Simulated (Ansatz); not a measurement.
**The cluster H₈Pb₃O₇: geometry, orbitals and charge**

What does the cluster H₈Pb₃O₇ look like as a singlet, and where do its frontier electrons sit?

Method: RKS PBE0-D4/def2-TZVP; program: Ansatz 0.2.0, Gaussian basis.

Plan: relaxation at PBE-D4/def2-SVP; a single point at PBE0-D4/def2-TZVP.

4 further runs of the same task are left out: 3 that didn't finish, 1 set aside as unsound or not needed.

### 1 Starting geometry

18 atoms, charge 0, spin multiplicity 1.

Atoms are counted from 1 here; the program's logs count them from 0.

Bond lengths: Pb1–O7 2.322 Å, Pb1–O8 2.273 Å, Pb1–O9 2.275 Å, Pb2–O5 2.172 Å, Pb2–O7 2.439 Å, Pb2–O9 2.373 Å, Pb3–O6 2.161 Å, Pb3–O8 2.441 Å, Pb3–O10 2.239 Å, O4–H11 0.974 Å, O4–H12 0.960 Å, O5–H13 0.960 Å, O6–H14 0.952 Å, O7–H15 0.954 Å, O8–H16 0.956 Å, O9–H17 0.991 Å, O10–H18 0.954 Å. Angles: O7–Pb1–O8 92.9°, O7–Pb1–O9 78.7°, O8–Pb1–O9 97.2°, O5–Pb2–O7 97.6°, O5–Pb2–O9 89.3°, O7–Pb2–O9 74.5°, O6–Pb3–O8 89.6°, O6–Pb3–O10 99.0°, O8–Pb3–O10 90.6°, H11–O4–H12 105.4°, Pb2–O5–H13 113.0°, Pb3–O6–H14 122.0°, Pb1–O7–Pb2 100.6°, Pb1–O7–H15 109.9°, Pb2–O7–H15 107.9°, Pb1–O8–Pb3 126.4°, Pb1–O8–H16 114.4°, Pb3–O8–H16 101.6° and more.

Coordinates:

```mol
H8O7Pb3
  3D, bonds by distance, orders not assigned

 18 17  0  0  0  0  0  0  0  0999 V2000
    0.1625    2.8760   -0.2406 Pb  0  0
    0.6419   -0.0013   -2.4556 Pb  0  0
   -1.1125   -0.3063    2.1991 Pb  0  0
   -0.3399   -2.3334   -3.7084 O   0  0
   -0.0377   -1.6232   -1.1806 O   0  0
   -0.5565    0.2839    4.2018 O   0  0
   -1.0351    1.6456   -1.8031 O   0  0
   -1.0231    2.0328    1.5055 O   0  0
    1.5333    1.0861   -0.5446 O   0  0
    0.9314   -0.6601    1.3560 O   0  0
   -0.5430   -2.4261   -2.7606 H   0  0
    0.3869   -2.9380   -3.8731 H   0  0
    0.2204   -1.5127   -0.2629 H   0  0
    0.3480    0.4578    4.4441 H   0  0
   -1.7503    1.1820   -1.3735 H   0  0
   -0.8661    2.4742    2.3389 H   0  0
    1.3803    0.4350    0.1861 H   0  0
    1.6597   -0.6724    1.9715 H   0  0
  1  7  8  0
  1  8  8  0
  1  9  8  0
  2  5  8  0
  2  7  8  0
  2  9  8  0
  3  6  8  0
  3  8  8  0
  3 10  8  0
  4 11  8  0
  4 12  8  0
  5 13  8  0
  6 14  8  0
  7 15  8  0
  8 16  8  0
  9 17  8  0
 10 18  8  0
M  END
```

Pb takes a core potential in the def2 sets. No spin-orbit coupling is included.

The start is a GFN2-xTB geometry.

### 2 Optimising with PBE-D4/def2-SVP

in.yaml

```yaml
crystal:
  periodic: [false, false, false]
  atoms:
    - {symbol: Pb, position_ang: [0.162520, 2.875950, -0.240610]}
    - {symbol: Pb, position_ang: [0.641860, -0.001310, -2.455590]}
    - {symbol: Pb, position_ang: [-1.112510, -0.306340, 2.199120]}
    - {symbol: O, position_ang: [-0.339910, -2.333420, -3.708380]}
    - {symbol: O, position_ang: [-0.037720, -1.623170, -1.180610]}
    - {symbol: O, position_ang: [-0.556530, 0.283920, 4.201820]}
    - {symbol: O, position_ang: [-1.035130, 1.645550, -1.803120]}
    - {symbol: O, position_ang: [-1.023140, 2.032850, 1.505550]}
    - {symbol: O, position_ang: [1.533340, 1.086150, -0.544640]}
    - {symbol: O, position_ang: [0.931440, -0.660050, 1.355960]}
    - {symbol: H, position_ang: [-0.542990, -2.426120, -2.760570]}
    - {symbol: H, position_ang: [0.386890, -2.937960, -3.873100]}
    - {symbol: H, position_ang: [0.220370, -1.512740, -0.262930]}
    - {symbol: H, position_ang: [0.348010, 0.457850, 4.444080]}
    - {symbol: H, position_ang: [-1.750330, 1.181990, -1.373490]}
    - {symbol: H, position_ang: [-0.866130, 2.474200, 2.338910]}
    - {symbol: H, position_ang: [1.380330, 0.435020, 0.186060]}
    - {symbol: H, position_ang: [1.659660, -0.672360, 1.971550]}
basis:
  gaussian: {orbitals: def2-SVP}
hamiltonian: {xc: pbe, dispersion: d4}
scf: {lower_state_search: "off"}
output: {orbitals: {seedname: orbitals}}
relax: {f_tol: 0.03, max_steps: 70}
```

Started as:

```
ansatz run in.yaml --threads 4 --pin off --events-out ev --progress --plain --max-ram 6963MiB
```

Further steps of the session: Single point, PBE0-D4/def2-TZVP.

Q: Predict the results of all the runs planned. Wanted: point group; commonest bond, hydrogen aside; HOMO, LUMO at PBE0-D4/def2-TZVP; dipole at PBE-D4/def2-SVP.

As calculated:

| quantity | value |
| --- | --- |
| point group | C1 |
| commonest bond, hydrogen aside | O–Pb, 9 of mean length 2.286 Å |
| HOMO, LUMO at PBE0-D4/def2-TZVP | -6.98, -1.40 eV |
| dipole at PBE-D4/def2-SVP | 1.92 D |

In words: The molecule keeps its bonding pattern by the stored test; the atoms moved 1.41 Å (rms), and the angle O6–Pb3–O8 went from 90° to 68°. No usable vibrations, so a minimum isn't proven. The HOMO lies nearest to O6 36 %; Pb3 21 % and the LUMO to Pb1, Pb2 about 33 % each; O7, O9 about 10 % each. Whether this spin is the lowest isn't tested here. The point group is read from a loosely relaxed geometry; soft torsions can leave it below the true symmetry.
